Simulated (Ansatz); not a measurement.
**ClFGeH2: how energies converge with the basis set**

How large a basis does ClFGeH2 need? Two functionals are run in growing sets.

Program: Ansatz 0.2.0, Gaussian basis. Level of theory: one geometry, several basis sets. These are calculated values, not measurements.

Plan: PBE0-D4/def2-SVP; ωB97M-V/def2-SVP; PBE0-D4/def2-QZVPP; ωB97M-V/def2-QZVPP; the functionals' def2-TZVPP values are taken from earlier runs.

## Step 1: The geometry

The geometry comes from an earlier relaxation with PBE0-D4 in a triple-zeta def2 set; it is a stationary point.

SMILES `[F][GeH2][Cl]`, 5 atoms, charge 0, spin multiplicity 1.

Atoms are counted from 1 here; the program's logs count them from 0.

Bond lengths: F1–Ge2 1.730 Å, Ge2–Cl3 2.133 Å, Ge2–H4 1.528 Å, Ge2–H5 1.528 Å. Angles: F1–Ge2–Cl3 106.4°, F1–Ge2–H4 107.1°, F1–Ge2–H5 107.1°, Cl3–Ge2–H4 109.1°, Cl3–Ge2–H5 109.1°, H4–Ge2–H5 117.4°.

Coordinates:

```xyz
5
ClFGeH2
F    -0.2420   -0.5080    1.5886
Ge    0.1399   -0.0892   -0.0455
Cl   -1.3903    1.2449   -0.6989
H     0.0676   -1.3755   -0.8674
H     1.4747    0.6542   -0.0183
```

## Step 2: PBE0-D4 in def2-SVP

in.yaml reads:

```yaml
crystal:
  periodic: [false, false, false]
  atoms:
    - {symbol: F, position_ang: [-0.242032, -0.508017, 1.588614]}
    - {symbol: Ge, position_ang: [0.139880, -0.089238, -0.045484]}
    - {symbol: Cl, position_ang: [-1.390277, 1.244855, -0.698900]}
    - {symbol: H, position_ang: [0.067600, -1.375535, -0.867389]}
    - {symbol: H, position_ang: [1.474730, 0.654234, -0.018342]}
basis:
  gaussian: {orbitals: def2-SVP}
hamiltonian: {xc: pbe0, dispersion: d4}
output: {orbitals: {seedname: orbitals}}
```

Command:

```bash
$ ansatz run in.yaml --threads 2 --pin off --events-out ev --progress --plain --max-ram 32768MiB --backend cpu
```

Further steps of the session: ωB97M-V in def2-SVP; PBE0-D4 in def2-QZVPP; ωB97M-V in def2-QZVPP.

Before running them: what should the planned runs give, taken together? Wanted: PBE0-D4: double and triple zeta above quadruple; ωB97M-V: double and triple zeta above quadruple.

As calculated:

| quantity | value |
| --- | --- |
| PBE0-D4: double and triple zeta above quadruple | 16.76, 1.76 eV |
| ωB97M-V: double and triple zeta above quadruple | 16.71, 1.71 eV |

For PBE0-D4 the step from double to triple zeta gains 15.00 eV and the next only 1.76 eV. These are total energies; as a rule much of such shifts cancels in differences, which this series doesn't test. The LUMO of ωB97M-V is positive and keeps falling with the basis (2.08 to 1.26 eV): an unbound level that the basis holds in place.
